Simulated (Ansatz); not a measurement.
# Si: the cost of one run

Method: DFT LDA, scalar-relativistic, plane waves, PAW, in Ansatz 0.2.0.

**1. Starting point**

It takes space group I4/mmm (No. 139, tetragonal). The conventional cell has a = 3.254 Å, b = 3.254 Å, c = 2.641 Å, α = 90.00°, β = 90.00°, γ = 90.00°. Around Si (site symmetry 4/mmm) lie 10 Si at 2.64 to 2.65 Å.

Coordinates:

```
Si
1.0
    -1.62691    1.62691    1.32033
     1.62691   -1.62691    1.32033
     1.62691    1.62691   -1.32033
Si
1
Cartesian
  0.0000 0.0000 0.0000
```

It goes back to an entry of the Materials Project, which need not be the stable form.

No relaxation comes first: the listed cell is the starting point.

**2. The reference: the undisturbed cell on the scan's mesh**

File input.yaml:

```yaml
crystal:
  lattice:
    - [-1.62691493, 1.62691493, 1.32032985]
    - [1.62691493, -1.62691493, 1.32032985]
    - [1.62691493, 1.62691493, -1.32032985]
  atoms:
    - { symbol: Si, position: [0.0, 0.0, 0.0] }
basis:
  ecutwfc: 420
kpoints:
  mp_grid: { grid: [22, 22, 22] }
hamiltonian:
  xc: lda
scf:
  occupations: { method: gaussian, width: 0.15 }
output:
  forces: true
  stress: true
  eigenvalues: true
```

Command:

```console
> ansatz run input.yaml --threads 1 --pin off --max-ram 2560MiB --backend cpu --events-out ev --progress --plain --runs-dir out
```

**Question.** How long does this run take on 1 thread of Intel Xeon Platinum 8488C (Sapphire Rapids), shared host, and how much memory does it need?

About 4.2 s, with a peak of 0.4 GiB.
